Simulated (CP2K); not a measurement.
Runs of CP2K 2026.2 on BiTe. Symmetry: Fm-3m, No. 225, cubic system. Conventional cell: a = 6.470 Å, b = 6.470 Å, c = 6.470 Å, α = 90.00°, β = 90.00°, γ = 90.00°. Bi (site symmetry m-3m) is surrounded by 6 Te at 3.24 Å. Te (site symmetry m-3m) has 6 Bi at 3.24 Å as nearest neighbours. 

```csv
level,cutoff of the non-local correlation (Ry),gap on the mesh (eV),pressure (GPa)
TPSS,-,none,(b)
HLE16,-,none,(a)
PBE,-,none,1.5
PBEsol,-,none,0.3
vdW-DF2,300,none,6.3
LDA,-,none,0.3
BLYP,-,none,5.0
```

Alike in all rows: task band structure; potentials or basis POTENTIAL_UZH Bi GTH-PBE-q5, Te GTH-PBE-q6; TZVP-MOLOPT-PBE-GTH basis; no spin polarisation; cell as given; k mesh 7 × 7 × 7; smearing fermi-dirac 0.05 eV.

Question: Fill in the values left out.

Answer: (a) -6.1; (b) 2.2.

Caveats: spin-orbit coupling is left out, which moves the levels of the heavy elements; the basis of atomic orbitals isn't converged, which shifts pressures, moduli and gaps; the potentials were made for another functional, which shifts forces and pressure (some runs); the potentials were made for a functional far from this one (some runs).

A k mesh can miss the band edges, and the runs leave out spin-orbit coupling on Bi, Te.

A gap of «none» marks a metal or a gap under the smearing width.
